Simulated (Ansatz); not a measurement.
# CH5BSe: one species, many methods

How much do the methods differ for CH5BSe? The plan is to run it at one geometry with functionals of several rungs and with coupled cluster. The yardstick is the atomisation energy at the CCSD(T) limit.

The runs use Ansatz 0.2.0, Gaussian basis; functionals in def2-TZVPP, the program's frozen cores in correlated methods.

The runs, in order: LDA (SPW92), PBE-D4, revPBE-D4, BLYP-D4, r2SCAN-D4, B97M-V, PBE0-D4, B3LYP-D4, r2SCANh-D4, r2SCAN0-D4, HSE06-D4, BHLYP-D4, CAM-B3LYP-D4, LC-ωPBE, ωB97X-V, ωB97M-V, B2PLYP, PBE-QIDH; CCSD(T)/def2-SVP; CCSD(T)/def2-TZVPP; CCSD(T)/def2-QZVPP; extrapolation to the limit; RPA on PBE.

**1. The geometry**

The geometry comes from an earlier relaxation with PBE0-D4 in a triple-zeta def2 set; it is a stationary point, not always the lowest conformer.

8 atoms, charge 0, spin multiplicity 1.

Atoms are counted from 1 here; the program's logs count them from 0.

Bond lengths: B1–Se2 1.884 Å, B1–H4 1.193 Å, B1–H5 1.192 Å, Se2–C3 1.951 Å, C3–H6 1.087 Å, C3–H7 1.088 Å, C3–H8 1.088 Å. Angles: Se2–B1–H4 120.5°, Se2–B1–H5 116.2°, H4–B1–H5 123.2°, B1–Se2–C3 102.6°, Se2–C3–H6 108.9°, Se2–C3–H7 108.8°, Se2–C3–H8 108.8°, H6–C3–H7 110.3°, H6–C3–H8 110.3°, H7–C3–H8 109.7°.

**2. LDA**

This LDA is Slater exchange with PW92 correlation.

Contents of in.yaml:

```yaml
crystal:
  periodic: [false, false, false]
  atoms:
    - {symbol: B, position_ang: [-1.140421, 0.539646, -1.085836]}
    - {symbol: Se, position_ang: [-0.312125, -1.066096, -0.551015]}
    - {symbol: C, position_ang: [0.919597, -0.467013, 0.837947]}
    - {symbol: H, position_ang: [-0.842474, 1.574581, -0.573216]}
    - {symbol: H, position_ang: [-1.958395, 0.449120, -1.947559]}
    - {symbol: H, position_ang: [0.826328, 0.610684, 0.949508]}
    - {symbol: H, position_ang: [1.933812, -0.730605, 0.543727]}
    - {symbol: H, position_ang: [0.665877, -0.967419, 1.770643]}
basis:
  gaussian: {orbitals: def2-TZVPP}
hamiltonian: {xc: lda}
output: {orbitals: {seedname: orbitals}}
```

The run is started by

```bash
$ ansatz run in.yaml --threads 2 --pin off --events-out ev --progress --plain --max-ram 32768MiB --backend cpu
```

Further steps of the session: PBE-D4 (GGA); revPBE-D4 (GGA); BLYP-D4 (GGA); r2SCAN-D4 (meta-GGA); B97M-V (meta-GGA); B3LYP-D4 (hybrid); r2SCANh-D4 (hybrid); r2SCAN0-D4 (hybrid); HSE06-D4 (hybrid); BHLYP-D4 (hybrid); CAM-B3LYP-D4 (range-separated); LC-ωPBE (range-separated); ωB97X-V (range-separated); ωB97M-V (range-separated); B2PLYP (double hybrid); PBE-QIDH (double hybrid); CCSD(T) in def2-SVP; CCSD(T) in def2-TZVPP; CCSD(T) in def2-QZVPP; RPA on PBE orbitals.

Before running them: what should the planned runs give, taken together? Wanted: atomisation energy, CCSD(T)/CBS; farthest beyond LDA; mean size of error, GGA; mean size of error, meta-GGA; mean size of error, hybrid; mean size of error, range-separated; mean size of error, double hybrid; gap, smallest and largest; T1 diagnostic.

The runs gave:

| quantity | value |
| --- | --- |
| atomisation energy, CCSD(T)/CBS | 28.232 eV |
| functionals within 0.282 eV (1.0 %) | revPBE-D4, BLYP-D4, r2SCAN-D4, B97M-V, PBE0-D4, B3LYP-D4, r2SCANh-D4, r2SCAN0-D4, HSE06-D4, CAM-B3LYP-D4, LC-ωPBE, ωB97X-V, ωB97M-V, B2PLYP, PBE-QIDH |
| farthest beyond LDA | BHLYP-D4 (-0.508 eV) |
| mean size of error, GGA | 0.217 eV |
| mean size of error, meta-GGA | 0.151 eV |
| mean size of error, hybrid | 0.166 eV |
| mean size of error, range-separated | 0.098 eV |
| mean size of error, double hybrid | 0.150 eV |
| gap, smallest and largest | 4.19 eV (LDA (SPW92)), 10.93 eV (LC-ωPBE) |
| T1 diagnostic | 0.0127 |
| triples share of the correlation energy | 3.7 % |

What this shows: The LDA atomisation energy is off by 3.669 eV (13 %): it overbinds. PBE-D4 is off by +0.431 eV. Double hybrids carry the basis error of their MP2 part in triple zeta, and no dispersion term here, so their miss is partly the set-up's. The rungs range-separated, double hybrid, meta-GGA, hybrid, GGA miss on average by less than the doubt on the reference (0.282 eV), so they tie. Misses under about 0.282 eV are within the doubt on the reference itself, which lacks core-valence correlation, relativity and higher excitations, and its outer-core shells are covered unevenly. All levels share the lack of spin-orbit coupling, which lowers the free heavy atoms and so the true binding. Hartree-Fock recovers 76 % of the binding; the rest is correlation. CCSD(T) in def2-SVP is off by -1.400 eV, which most functionals beat. Orbital gaps span 4.2 to 10.9 eV; exact exchange widens them. Correlated methods include outer-core shells of Se, which these sets cover unevenly.
